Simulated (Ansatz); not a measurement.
# K+ with SiH4: superposition error and deformation, part 1 of 2

Aim: split the binding of a pair into the counterpoise interaction, the basis-set superposition error and the cost of deforming the fragments.

Method: PBE0-D4 structures, single points in def2-TZVPPD; program: Ansatz 0.2.0, Gaussian basis.

Levels: PBE-D4, revPBE-D4, BLYP-D4, r2SCAN-D4, B97M-V, PBE0-D4, B3LYP-D4, HSE06-D4, wB97X-V, wB97M-V, B2PLYP, Hartree-Fock, MP2, CCSD, CCSD(T).

Cores are frozen in the correlated methods. The outer core shell of Li, Na, Mg and K is correlated. B3LYP uses VWN-RPA correlation. B2PLYP carries no dispersion term here.

129 further runs of the same task are left out: 129 set aside as unsound or not needed.

**1. The starting structure**

The relaxed pair: 6 atoms, charge 1, spin multiplicity 1.

Atoms are counted from 1 here; the program's logs count them from 0.

Bond lengths: K1–H6 2.878 Å, Si2–H3 1.479 Å, Si2–H4 1.479 Å, Si2–H5 1.479 Å, Si2–H6 1.506 Å. Angles: H3–Si2–H4 112.1°, H3–Si2–H5 112.1°, H3–Si2–H6 106.7°, H4–Si2–H5 112.1°, H4–Si2–H6 106.7°, H5–Si2–H6 106.7°, K1–H6–Si2 179.4°.

Geometry (Å):

```csv
atom,x (Å),y (Å),z (Å)
K1,0.2757,-0.0156,-3.6045
Si2,-0.0586,0.0034,0.7667
H3,-1.4766,-0.2586,1.0967
H4,0.8345,-1.0676,1.2608
H5,0.3796,1.3433,1.2157
H6,0.0455,-0.0049,-0.7355
```

Atoms 1 to 1 are fragment A (K+), the rest fragment B (SiH4). From earlier runs, pair energy (eV) and counterpoise interaction (kcal/mol):

```csv
method,E(pair),interaction
PBE-D4,-24252.45381,-6.67
revPBE-D4,-24258.66844,-7.41
BLYP-D4,-24262.64296,-7.90
r2SCAN-D4,-24261.03724,-5.13
B97M-V,-24256.66549,-5.47
PBE0-D4,-24254.75107,-6.35
B3LYP-D4,-24264.15459,-7.47
HSE06-D4,-24254.32225,-6.36
wB97X-V,-24259.38495,-5.07
wB97M-V,-24261.08016,-5.18
B2PLYP,-24255.36686,-4.94
MP2,-24233.55846,-4.94
CCSD(T),-24234.83582,-4.87
```

First each fragment is run alone in its own basis, frozen in the shape it has in the pair (a, b).

**2. wB97X-V/def2-TZVPPD**

a/in.yaml

```yaml
crystal:
  periodic: [false, false, false]
  atoms:
    - {symbol: K, position_ang: [0.275739, -0.015621, -3.604488]}
basis:
  gaussian: {orbitals: "def2-TZVPPD.json"}
total_charge: 1
hamiltonian: {xc: {name: wB97X-V}}
```

b/in.yaml

```yaml
crystal:
  periodic: [false, false, false]
  atoms:
    - {symbol: Si, position_ang: [-0.058613, 0.003440, 0.766739]}
    - {symbol: H, position_ang: [-1.476615, -0.258614, 1.096666]}
    - {symbol: H, position_ang: [0.834476, -1.067597, 1.260803]}
    - {symbol: H, position_ang: [0.379594, 1.343321, 1.215743]}
    - {symbol: H, position_ang: [0.045518, -0.004929, -0.735465]}
basis:
  gaussian: {orbitals: "def2-TZVPPD.json"}
hamiltonian: {xc: {name: wB97X-V}}
```

The basis file named in the input lies beside it (Basis Set Exchange, JSON).

Each run has its own folder and the same command.

Started as:

```sh
$ ansatz run in.yaml --threads 2 --pin off --events-out ev --progress --plain --max-ram 5222MiB
```

a printed:

```text
Functional definition: wB97X-V
  name "wB97X-V"
  cite "Mardirossian & Head-Gordon, Phys. Chem. Chem. Phys. 16, 9904 (2014) doi:10.1039/C3CP54374A"
  cite "Becke, J. Chem. Phys. 107, 8554 (1997) doi:10.1063/1.475007"
  cite "Vydrov & Van Voorhis, J. Chem. Phys. 133, 244103 (2010) doi:10.1063/1.3521275"
  parameter omega = 0.3/bohr
  parameter cx = 0.167
  parameter cx1 = 0.603
  parameter cx2 = 1.194
  parameter css0 = 0.556
  parameter css1 = -0.257
  parameter cos0 = 1.219
  parameter cos1 = -1.850
  parameter b = 6.0
  parameter c = 0.01
  exchange = spin_sum(e_x_unif_sr(omega)*poly(b97_u_x, 1 - cx, cx1, cx2)) + cx*exact_x_sr(omega) + exact_x_lr(omega)
  correlation = spin_sum(e_c_pw_same_spin*poly(b97_u_same, css0, css1))
      + integral(e_c_pw_opposite_spin*poly(b97_u_opposite, cos0, cos1)) + vv10(b, c)
294 factors; their error is unknown
80 factors; integrals over basis functions are off by at most 9.2e-5 eV
mean field evaluation 1: about -16317.7546 eV, gradient 5.6e-1 eV
mean field evaluation 2: about -16317.7547 eV, gradient 5.6e-1 eV
mean field evaluation 4: about -16317.7553 eV, gradient 1.1e-2 eV
mean field evaluation 8: about -16317.8030 eV, gradient 1.8e-4 eV
mean field -16317.80298627 eV, -599.6681991414 hartree, gradient 7.1e-6 eV, S^2 0.000000; 0 other end points of the search recorded, 0 dependent functions left out
reference -16317.80298498 eV, -599.6681990939 hartree; 9, 9 occupied and 27, 27 virtual orbitals, 294 factors
Total energy: -16317.80298498 eV, -599.6681990939 hartree
```

Output in b, shortened:

```text
[... 5 set-up lines as earlier in the session ...]
[...]
      + integral(e_c_pw_opposite_spin*poly(b97_u_opposite, cos0, cos1)) + vv10(b, c)
551 factors; their error is unknown
174 factors; integrals over basis functions are off by at most 2.2e-5 eV
[...]
mean field -7941.35823193 eV, -291.8395321776 hartree, gradient 3.0e-5 eV, S^2 0.000000; 0 other end points of the search recorded, 0 dependent functions left out
reference -7941.35823020 eV, -291.8395321140 hartree; 9, 9 occupied and 107, 107 virtual orbitals, 551 factors
Total energy: -7941.35823020 eV, -291.8395321140 hartree
```

They took 1.1 s (a), 2 s (b) on 2 threads of Arm Neoverse V1, shared host.

**3. wB97M-V/def2-TZVPPD**

Each input of step 2 (a, b) changes in the same lines:

```diff
-hamiltonian: {xc: {name: wB97X-V}}
+hamiltonian: {xc: {name: wB97M-V}}
```

Each run has its own folder and the same command.

Started as:

```sh
$ ansatz run in.yaml --threads 2 --pin off --events-out ev --progress --plain --max-ram 5222MiB
```

a printed, shortened:

```text
Functional definition: wB97M-V
  name "wB97M-V"
  cite "Mardirossian & Head-Gordon, J. Chem. Phys. 144, 214110 (2016) doi:10.1063/1.4952647"
[... 2 set-up lines as earlier in the session ...]
  # Of w^i u^j: cxij and so on, Table III.
[...]
  gx(w, u) = 1 - cx + cx01*u + cx10*w
  gss(w, u) = css00 + css04*u^4 + css10*w + css20*w^2 + css43*w^4*u^3
  gos(w, u) = cos00 + cos10*w + (cos20 + cos21*u)*w^2 + (cos60 + cos61*u)*w^6
[...]
      + integral(e_c_pw_mod_opposite_spin*gos(b97_w_opposite, b97_u_opposite)) + vv10(b, c)
294 factors; their error is unknown
80 factors; integrals over basis functions are off by at most 9.2e-5 eV
[...]
mean field -16319.33110416 eV, -599.7243564378 hartree, gradient 8.1e-6 eV, S^2 0.000000; 0 other end points of the search recorded, 0 dependent functions left out
reference -16319.33114010 eV, -599.7243577587 hartree; 9, 9 occupied and 27, 27 virtual orbitals, 294 factors
Total energy: -16319.33114010 eV, -599.7243577587 hartree
```

b printed, shortened:

```text
[... 5 set-up lines as earlier in the session ...]
  # Of w^i u^j: cxij and so on, Table III.
[...]
  gx(w, u) = 1 - cx + cx01*u + cx10*w
  gss(w, u) = css00 + css04*u^4 + css10*w + css20*w^2 + css43*w^4*u^3
  gos(w, u) = cos00 + cos10*w + (cos20 + cos21*u)*w^2 + (cos60 + cos61*u)*w^6
[...]
      + integral(e_c_pw_mod_opposite_spin*gos(b97_w_opposite, b97_u_opposite)) + vv10(b, c)
546 factors; their error is unknown
174 factors; integrals over basis functions are off by at most 2.2e-5 eV
[...]
mean field -7941.52087391 eV, -291.8455091601 hartree, gradient 3.3e-5 eV, S^2 0.000000; 0 other end points of the search recorded, 0 dependent functions left out
reference -7941.52091673 eV, -291.8455107335 hartree; 9, 9 occupied and 107, 107 virtual orbitals, 546 factors
Total energy: -7941.52091673 eV, -291.8455107335 hartree
```

Wall times: 1.3 s (a), 2.1 s (b) on 2 threads of Arm Neoverse V1, shared host.

**4. B2PLYP/def2-TZVPPD**

The same edit goes into each in.yaml of step 3 (a, b):

```diff
-hamiltonian: {xc: {name: wB97M-V}}
+hamiltonian: {xc: {name: B2PLYP}}
```

Each run has its own folder and the same command.

Started as:

```sh
$ ansatz run in.yaml --threads 2 --pin off --events-out ev --progress --plain --max-ram 5222MiB
```

Log of a, shortened:

```text
Functional definition: B2PLYP
  name "B2PLYP"
  cite "Grimme, J. Chem. Phys. 124, 034108 (2006) doi:10.1063/1.2148954"
  cite "Becke, Phys. Rev. A 38, 3098 (1988) doi:10.1103/PhysRevA.38.3098"
  cite "Lee, Yang & Parr, Phys. Rev. B 37, 785 (1988) doi:10.1103/PhysRevB.37.785"
[...]
206 factors; integrals over basis functions are off by at most 1.5e-4 eV
[...]
mean field -16314.67160316 eV, -599.5531229344 hartree, gradient 5.3e-6 eV, S^2 0.000000; 0 other end points of the search recorded, 0 dependent functions left out
5 core orbitals not correlated: weight in the atoms' cores, before any rotation towards them, 1.000 or more for the frozen orbitals, at most 0.000 for the correlated occupied ones
reference -16314.67168109 eV, -599.5531257983 hartree; 4, 4 occupied and 27, 27 virtual orbitals, 206 factors
second order -4.82704404 eV of doubles, -0.00000000 eV of singles
Total energy: -16315.97498298 eV, -599.6010212594 hartree
```

Log of b, shortened:

```text
[... 5 set-up lines as earlier in the session ...]
[...]
630 factors; integrals over basis functions are off by at most 7.0e-4 eV
[...]
mean field -7937.87275788 eV, -291.7114433687 hartree, gradient 1.7e-6 eV, S^2 0.000000; 0 other end points of the search recorded, 0 dependent functions left out
5 core orbitals not correlated: weight in the atoms' cores, before any rotation towards them, 1.000 or more for the frozen orbitals, at most 0.000 for the correlated occupied ones
reference -7937.87289307 eV, -291.7114483369 hartree; 4, 4 occupied and 107, 107 virtual orbitals, 630 factors
second order -4.80445900 eV of doubles, -0.00000000 eV of singles
Total energy: -7939.17009700 eV, -291.7591197021 hartree
```

They took 0.4 s (a), 1.1 s (b) on 2 threads of Arm Neoverse V1, shared host.

**5. B97M-V/def2-TZVPPD**

The same edit goes into each in.yaml of step 4 (a, b):

```diff
-hamiltonian: {xc: {name: B2PLYP}}
+hamiltonian: {xc: {name: B97M-V}}
```

Each run has its own folder and the same command.

Started as:

```sh
$ ansatz run in.yaml --threads 2 --pin off --events-out ev --progress --plain --max-ram 5222MiB
```

a printed, shortened:

```text
Functional definition: B97M-V
  name "B97M-V"
  cite "Mardirossian & Head-Gordon, J. Chem. Phys. 142, 074111 (2015) doi:10.1063/1.4907719"
[... 2 set-up lines as earlier in the session ...]
  # Of w^i u^j: cxij and so on, Table III.
[...]
  gx(w, u) = cx00 + cx01*u + cx02*u^2 + (cx10 + cx11*u)*w
  gss(w, u) = css00 + css02*u^2 + css10*w + (css32*w^3 + css42*w^4)*u^2
  gos(w, u) = cos00 + cos01*u + cos03*u^3 + cos10*w + cos32*w^3*u^2
[...]
      + integral(e_c_pw_mod_opposite_spin*gos(b97_w_opposite, b97_u_opposite)) + vv10(b, c)
286 factors; their error is unknown
[...]
mean field -16315.86215186 eV, -599.5968747921 hartree, gradient 7.4e-6 eV, S^2 0.000000; 0 other end points of the search recorded, 0 dependent functions left out
reference -16315.86217914 eV, -599.5968757948 hartree; 9, 9 occupied and 27, 27 virtual orbitals, 286 factors
Total energy: -16315.86217914 eV, -599.5968757948 hartree
```

b printed, shortened:

```text
[... 5 set-up lines as earlier in the session ...]
  # Of w^i u^j: cxij and so on, Table III.
[...]
  gx(w, u) = cx00 + cx01*u + cx02*u^2 + (cx10 + cx11*u)*w
  gss(w, u) = css00 + css02*u^2 + css10*w + (css32*w^3 + css42*w^4)*u^2
  gos(w, u) = cos00 + cos01*u + cos03*u^3 + cos10*w + cos32*w^3*u^2
[...]
      + integral(e_c_pw_mod_opposite_spin*gos(b97_w_opposite, b97_u_opposite)) + vv10(b, c)
541 factors; their error is unknown
[...]
mean field -7940.56333118 eV, -291.8103201139 hartree, gradient 4.2e-5 eV, S^2 0.000000; 0 other end points of the search recorded, 0 dependent functions left out
reference -7940.56338276 eV, -291.8103220093 hartree; 9, 9 occupied and 107, 107 virtual orbitals, 541 factors
Total energy: -7940.56338276 eV, -291.8103220093 hartree
```

Times: 0.95 s (a), 2.4 s (b) on 2 threads of Arm Neoverse V1, shared host.

**6. CCSD(T)/def2-TZVPPD**

The same edit goes into each in.yaml of step 5 (a, b):

```diff
-hamiltonian: {xc: {name: B97M-V}}
+correlation: {method: ccsd_t}
```

One command serves all of them, each in its own folder.

Started as:

```sh
$ ansatz run in.yaml --threads 2 --pin off --events-out ev --progress --plain --max-ram 5222MiB
```

a printed, shortened:

```text
Functional definition: HF
  name "HF"
  cite "Fock, Z. Phys. 61, 126 (1930) doi:10.1007/BF01340294"
  parent pbe
[...]
206 factors; integrals over basis functions are off by at most 1.5e-4 eV
[...]
mean field -16299.78475555 eV, -599.0060413757 hartree, gradient 2.4e-6 eV, S^2 0.000000; 0 other end points of the search recorded, 0 dependent functions left out
5 core orbitals not correlated: weight in the atoms' cores, before any rotation towards them, 1.000 or more for the frozen orbitals, at most 0.000 for the correlated occupied ones
reference -16299.78475555 eV, -599.0060413757 hartree; 4, 4 occupied and 27, 27 virtual orbitals, 206 factors
second order -4.10192687 eV of doubles, -0.00000000 eV of singles
cycle   1  -4.37575722 eV  change   -2.7e-1 eV  update   1.9e-2
[...]
cycle   6  -4.41655001 eV  change   -2.1e-6 eV  update   3.3e-6
perturbative correction -0.04592391 eV, -0.0016876725 hartree
Total energy: -16304.24722947 eV, -599.1700342674 hartree
```

Log of b, shortened:

```text
[... 4 set-up lines as earlier in the session ...]
[...]
630 factors; integrals over basis functions are off by at most 7.0e-4 eV
[...]
mean field -7925.51789215 eV, -291.2574104275 hartree, gradient 9.8e-7 eV, S^2 0.000000; 0 other end points of the search recorded, 0 dependent functions left out
5 core orbitals not correlated: weight in the atoms' cores, before any rotation towards them, 1.000 or more for the frozen orbitals, at most 0.000 for the correlated occupied ones
reference -7925.51789215 eV, -291.2574104275 hartree; 4, 4 occupied and 107, 107 virtual orbitals, 630 factors
second order -3.92311901 eV of doubles, -0.00000000 eV of singles
cycle   1  -4.51253671 eV  change   -5.9e-1 eV  update   5.5e-2
[...]
cycle   8  -4.73518431 eV  change   -3.7e-6 eV  update   5.9e-6
perturbative correction -0.10669879 eV, -0.0039211082 hartree
Total energy: -7930.35977525 eV, -291.4353463494 hartree
```

Times: 0.15 s (a), 1.6 s (b) on 2 threads of Arm Neoverse V1, shared host; peak memory 0.42 GiB.

**7. Relaxing SiH4 alone**

relax-b/in.yaml

```yaml
crystal:
  periodic: [false, false, false]
  atoms:
    - {symbol: Si, position_ang: [-0.058613, 0.003440, 0.766739]}
    - {symbol: H, position_ang: [-1.476615, -0.258614, 1.096666]}
    - {symbol: H, position_ang: [0.834476, -1.067597, 1.260803]}
    - {symbol: H, position_ang: [0.379594, 1.343321, 1.215743]}
    - {symbol: H, position_ang: [0.045518, -0.004929, -0.735465]}
basis:
  gaussian: {orbitals: def2-TZVP}
hamiltonian: {xc: pbe0, dispersion: d4}
relax: {f_tol: 0.005, max_steps: 200}
```

Started as:

```sh
$ ansatz run in.yaml --threads 2 --pin off --events-out ev --progress --plain --max-ram 5222MiB
```

The program printed, shortened:

```text
Functional definition: PBE0
  name "PBE0"
  cite "Adamo & Barone, J. Chem. Phys. 110, 6158 (1999) doi:10.1063/1.478522"
  cite "Perdew, Burke & Ernzerhof, Phys. Rev. Lett. 77, 3865 (1996) doi:10.1103/PhysRevLett.77.3865"
[... 1 set-up line as earlier in the session ...]
[...]
444 factors; their error is unknown
[...]
mean field -7939.06110153 eV, -291.7551141924 hartree, gradient 2.5e-5 eV, S^2 0.000000; 0 other end points of the search recorded, 0 dependent functions left out
[...]
reference -7939.06112841 eV, -291.7551151801 hartree; 9, 9 occupied and 52, 52 virtual orbitals, 444 factors
relax step   1: F+E_penalty+E_count = -7939.09569057 eV  Δ(F+E_penalty+E_count) = +0.000e0 eV  max|allowed force component| = 9.087e-1 eV/Å  Δτ_max = 0.0000 Å  (18 SCF iters, accepted)
[...]
444 factors; their error is unknown
[...]
mean field -7939.08539394 eV, -291.7560069220 hartree, gradient 2.6e-5 eV, S^2 0.000000; 1 other end points of the search recorded, 0 dependent functions left out
[...]
reference -7939.08542074 eV, -291.7560079068 hartree; 9, 9 occupied and 52, 52 virtual orbitals, 444 factors
Total energy: -7939.12000215 eV, -291.7572787501 hartree
Atom 0 at    -0.055128     0.003124     0.720894 Å, force     0.000013    -0.000000    -0.000161 eV/Å
Atom 1 at    -1.461338    -0.254973     1.121350 Å, force    -0.000244    -0.000046     0.000039 eV/Å
Atom 2 at     0.821762    -1.054701     1.283458 Å, force     0.000154    -0.000184     0.000066 eV/Å
Atom 3 at     0.371924     1.327330     1.239077 Å, force     0.000076     0.000229     0.000058 eV/Å
Atom 4 at     0.047140    -0.005160    -0.760293 Å, force     0.000001     0.000000    -0.000002 eV/Å
Dipole moment:     0.000000     0.000000    -0.000002 e Å
```

It took 1.9 s on 2 threads of Arm Neoverse V1, shared host.

The steps of the relaxation:

```csv
step,energy from step 1 (eV),largest force component (eV/Å)
1,0.0000,0.9087
2,-0.0225,0.1448
3,-0.0243,0.0093
4,-0.0243,0.0002
```

Close pairs (by a distance rule), those that changed most:

```csv
bond,before (Å),after (Å),change (Å)
Si1–H5,1.506,1.485,-0.021
Si1–H2,1.479,1.485,+0.005
Si1–H3,1.479,1.485,+0.005
Si1–H4,1.479,1.485,+0.005
```

**8. PBE-D4/def2-TZVPPD**

free-b/in.yaml

```yaml
crystal:
  periodic: [false, false, false]
  atoms:
    - {symbol: Si, position_ang: [-0.055128, 0.003124, 0.720894]}
    - {symbol: H, position_ang: [-1.461338, -0.254973, 1.121350]}
    - {symbol: H, position_ang: [0.821762, -1.054701, 1.283458]}
    - {symbol: H, position_ang: [0.371924, 1.327330, 1.239077]}
    - {symbol: H, position_ang: [0.047140, -0.005160, -0.760293]}
basis:
  gaussian: {orbitals: "def2-TZVPPD.json"}
hamiltonian: {xc: pbe, dispersion: d4}
```

Started as:

```sh
$ ansatz run in.yaml --threads 2 --pin off --events-out ev --progress --plain --max-ram 5222MiB
```

The program printed:

```text
Functional definition: PBE
  name "PBE"
[... 2 set-up lines as earlier in the session ...]
  parameter kappa = 0.804
  parameter beta = 0.06672455060314922
  exchange = pbe_x(kappa = kappa, mu = beta*pi^2/3)
  correlation = pbe_c(beta = beta)
541 factors; their error is unknown
mean field evaluation 1: about -7937.3201 eV, gradient 1.4e1 eV
mean field evaluation 2: about -7937.9291 eV, gradient 8.0e0 eV
mean field evaluation 4: about -7938.1698 eV, gradient 1.4e-1 eV
mean field evaluation 8: about -7938.1558 eV, gradient 2.7e-1 eV
mean field -7938.15591893 eV, -291.7218493455 hartree, gradient 4.1e-5 eV, S^2 0.000000; 0 other end points of the search recorded, 0 dependent functions left out
reference -7938.15595332 eV, -291.7218506093 hartree; 9, 9 occupied and 107, 107 virtual orbitals, 541 factors
Total energy: -7938.19829423 eV, -291.7234066089 hartree
```

It took 0.6 s on 2 threads of Arm Neoverse V1, shared host.

**9. r2SCAN-D4/def2-TZVPPD**

Edit free-b/in.yaml of step 8 so:

```diff
@@ -10,2 +10,2 @@
   gaussian: {orbitals: "def2-TZVPPD.json"}
-hamiltonian: {xc: pbe, dispersion: d4}
+hamiltonian: {xc: r2scan, dispersion: d4}
```

Started as:

```sh
$ ansatz run in.yaml --threads 2 --pin off --events-out ev --progress --plain --max-ram 5222MiB
```

The program printed:

```text
Functional definition: r2SCAN
  name "r2SCAN"
  cite "Furness, Kaplan, Ning, Perdew & Sun, J. Phys. Chem. Lett. 11, 8208 (2020) doi:10.1021/acs.jpclett.0c02405"
  cite "Furness, Kaplan, Ning, Perdew & Sun, J. Phys. Chem. Lett. 11, 9248 (2020) doi:10.1021/acs.jpclett.0c03077"
  parent r2scan
  parameter k0 = 0.174
  parameter k1 = 0.065
  parameter a1 = 4.9479
  exchange = r2scan_x(k0 = k0, k1 = k1, a1 = a1)
  correlation = r2scan_c
541 factors; their error is unknown
mean field evaluation 1: about -7941.2696 eV, gradient 1.2e1 eV
mean field evaluation 2: about -7941.6632 eV, gradient 6.1e0 eV
mean field evaluation 4: about -7941.7758 eV, gradient 8.4e-2 eV
mean field evaluation 8: about -7941.7598 eV, gradient 2.4e-3 eV
mean field -7941.75979951 eV, -291.8542895139 hartree, gradient 2.8e-5 eV, S^2 0.000000; 0 other end points of the search recorded, 0 dependent functions left out
reference -7941.75980988 eV, -291.8542898949 hartree; 9, 9 occupied and 107, 107 virtual orbitals, 541 factors
Total energy: -7941.76937924 eV, -291.8546415625 hartree
```

Run time: 1.2 s. Hardware: 2 threads of Arm Neoverse V1, shared host.

**10. PBE0-D4/def2-TZVPPD**

Edit free-b/in.yaml of step 9 so:

```diff
@@ -10,2 +10,3 @@
   gaussian: {orbitals: "def2-TZVPPD.json"}
-hamiltonian: {xc: r2scan, dispersion: d4}
+hamiltonian: {xc: pbe0, dispersion: d4}
+output: {orbitals: {seedname: orbitals}}
```

Started as:

```sh
$ ansatz run in.yaml --threads 2 --pin off --events-out ev --progress --plain --max-ram 5222MiB
```

The program printed, shortened:

```text
[... 5 set-up lines as earlier in the session ...]
  parameter a = 0.25
[... 2 set-up lines as earlier in the session ...]
  exchange = (1 - a)*pbe_x(kappa = kappa, mu = beta*pi^2/3) + a*exact_x
[... 1 set-up line as earlier in the session ...]
558 factors; their error is unknown
mean field evaluation 1: about -7938.8193 eV, gradient 8.8e0 eV
mean field evaluation 2: about -7939.0427 eV, gradient 3.9e0 eV
mean field evaluation 4: about -7939.0887 eV, gradient 8.4e-2 eV
mean field evaluation 8: about -7939.1042 eV, gradient 4.5e-5 eV
mean field -7939.10418408 eV, -291.7566974470 hartree, gradient 7.6e-5 eV, S^2 0.000000; 0 other end points of the search recorded, 0 dependent functions left out
reference -7939.10421003 eV, -291.7566984005 hartree; 9, 9 occupied and 107, 107 virtual orbitals, 558 factors
Total energy: -7939.13879144 eV, -291.7579692438 hartree
```

It took 0.65 s on 2 threads of Arm Neoverse V1, shared host.

**11. B3LYP-D4/def2-TZVPPD**

Edit free-b/in.yaml of step 10 so:

```diff
@@ -10,3 +10,2 @@
   gaussian: {orbitals: "def2-TZVPPD.json"}
-hamiltonian: {xc: pbe0, dispersion: d4}
-output: {orbitals: {seedname: orbitals}}
+hamiltonian: {xc: {name: B3LYP}, dispersion: d4}
```

Started as:

```sh
$ ansatz run in.yaml --threads 2 --pin off --events-out ev --progress --plain --max-ram 5222MiB
```

The program printed:

```text
Functional definition: B3LYP
  name "B3LYP"
  cite "Stephens, Devlin, Chabalowski & Frisch, J. Phys. Chem. 98, 11623 (1994) doi:10.1021/j100096a001"
[... 2 set-up lines as earlier in the session ...]
  cite "Vosko, Wilk & Nusair, Can. J. Phys. 58, 1200 (1980) doi:10.1139/p80-159"
  parameter a0 = 0.2
  parameter ax = 0.72
  parameter ac = 0.81
  exchange = (1 - a0 - ax)*slater_x + ax*b88_x + a0*exact_x
  correlation = (1 - ac)*vwn_rpa_c + ac*lyp_c
551 factors; their error is unknown
mean field evaluation 1: about -7943.0350 eV, gradient 1.1e1 eV
mean field evaluation 2: about -7943.3811 eV, gradient 5.1e0 eV
mean field evaluation 4: about -7943.4641 eV, gradient 9.8e-2 eV
mean field evaluation 8: about -7943.4732 eV, gradient 8.2e-4 eV
mean field -7943.47317916 eV, -291.9172550545 hartree, gradient 7.2e-6 eV, S^2 0.000000; 0 other end points of the search recorded, 0 dependent functions left out
reference -7943.47339174 eV, -291.9172628668 hartree; 9, 9 occupied and 107, 107 virtual orbitals, 551 factors
Total energy: -7943.54205734 eV, -291.9197862812 hartree
```

It took 0.8 s on 2 threads of Arm Neoverse V1, shared host.

(Continued in part 2 of 2.)
